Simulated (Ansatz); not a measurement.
# BH9Si3: the cost of one run

The runs use Ansatz 0.2.0, Gaussian basis; the settings change from run to run.

## (1) The relaxed structure

The structure was relaxed beforehand with PBE0-D4 in a triple-zeta def2 set.

SMILES `B[SiH]([SiH3])[SiH3]`, 13 atoms, charge 0, spin multiplicity 1.

Atoms are counted from 1 here; the program's logs count them from 0.

Bond lengths: B1–Si2 1.989 Å, B1–H5 1.197 Å, B1–H6 1.195 Å, Si2–Si3 2.345 Å, Si2–Si4 2.345 Å, Si2–H7 1.491 Å, Si3–H8 1.487 Å, Si3–H9 1.488 Å, Si3–H10 1.488 Å, Si4–H11 1.488 Å, Si4–H12 1.488 Å, Si4–H13 1.487 Å. Angles: Si2–B1–H5 118.6°, Si2–B1–H6 123.3°, H5–B1–H6 118.1°, B1–Si2–Si3 108.5°, B1–Si2–Si4 108.4°, B1–Si2–H7 115.8°, Si3–Si2–Si4 104.6°, Si3–Si2–H7 109.5°, Si4–Si2–H7 109.5°, Si2–Si3–H8 109.1°, Si2–Si3–H9 111.6°, Si2–Si3–H10 110.1°, H8–Si3–H9 108.7°, H8–Si3–H10 108.9°, H9–Si3–H10 108.5°, Si2–Si4–H11 111.6°, Si2–Si4–H12 110.0°, Si2–Si4–H13 109.1° and more.

## (2) B97M-V/aug-cc-pVDZ

Options: charge +1, multiplicity 2, a grid of angular degree 47, the search for lower states set to light.

in.yaml

```yaml
crystal:
  periodic: [false, false, false]
  atoms:
    - {symbol: B, position_ang: [-0.295504, 1.876568, -1.032699]}
    - {symbol: Si, position_ang: [0.433114, 0.065839, -0.650436]}
    - {symbol: Si, position_ang: [1.388364, 0.083356, 1.491183]}
    - {symbol: Si, position_ang: [-1.361318, -1.435039, -0.485128]}
    - {symbol: H, position_ang: [-1.095611, 2.344089, -0.275724]}
    - {symbol: H, position_ang: [0.024920, 2.525626, -1.983316]}
    - {symbol: H, position_ang: [1.426614, -0.453675, -1.633842]}
    - {symbol: H, position_ang: [0.356174, 0.493674, 2.480488]}
    - {symbol: H, position_ang: [2.531024, 1.032647, 1.573620]}
    - {symbol: H, position_ang: [1.878011, -1.276811, 1.843251]}
    - {symbol: H, position_ang: [-2.122168, -1.522356, -1.760760]}
    - {symbol: H, position_ang: [-0.860249, -2.792914, -0.140186]}
    - {symbol: H, position_ang: [-2.282871, -0.975605, 0.588249]}
basis:
  gaussian: {orbitals: aug-cc-pVDZ, final_grid: {core_spheres: 20, valence_spheres: 16, degree: 47}}
total_charge: 1
magnetization: {spin_polarized: true, initial_magnetization: 1}
hamiltonian: {xc: {name: B97M-V}}
scf: {lower_state_search: light}
```

Started as:

```console
ansatz run in.yaml --threads 4 --pin off --events-out ev --progress --plain --max-ram 10444MiB
```

Q: Estimate wall time and peak memory on 4 threads of Arm Neoverse V2, shared host.

About 39 s, with a peak of 0.89 GiB.
